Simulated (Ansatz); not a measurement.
# C2H3Ge: the cost of one run

Method: UKS B3LYP/def2-SVP, in Ansatz 0.2.0.

### 1 The system as given

Bond lengths: C1–C2 1.217 Å, C2–Ge3 1.882 Å, C1–H4 1.000 Å, Ge3–H5 1.548 Å, Ge3–H6 1.553 Å. Angles: C1–C2–Ge3 177.7°, C2–C1–H4 176.1°, C2–Ge3–H5 110.3°, C2–Ge3–H6 110.8°, H5–Ge3–H6 110.5°.

Structure file:

```xyz
6

C    -0.5997   -1.6876   -0.1272
C    -0.0686   -0.5993   -0.0068
Ge    0.8185    1.0494    0.1892
H    -1.0862   -2.5507   -0.2595
H     0.8168    1.8240   -1.1516
H     0.1614    1.9002    1.3096
```

### 2 Relaxing end A

input.yaml

```yaml
crystal:
  periodic: [false, false, false]
  atoms:
    - { symbol: C, position_ang: [-0.5997, -1.6876, -0.1272] }
    - { symbol: C, position_ang: [-0.0686, -0.5993, -0.0068] }
    - { symbol: Ge, position_ang: [0.8185, 1.0494, 0.1892] }
    - { symbol: H, position_ang: [-1.0862, -2.5507, -0.2595] }
    - { symbol: H, position_ang: [0.8168, 1.824, -1.1516] }
    - { symbol: H, position_ang: [0.1614, 1.9002, 1.3096] }
magnetization:
  spin_polarized: true
  initial_magnetization: 1
basis:
  gaussian: { orbitals: def2-SVP }
hamiltonian:
  xc: b3lyp
relax:
  f_tol: 0.015
  max_steps: 40
```

On the command line:

```sh
$ ansatz run input.yaml --threads 2 --pin off --max-ram 3072MiB --backend cpu --events-out ev --progress --plain --runs-dir out
```

**Question.** How long does this run take on 2 threads of Arm Neoverse V1, shared host, and how much memory does it need?

About 14 s, with a peak of 0.19 GiB.
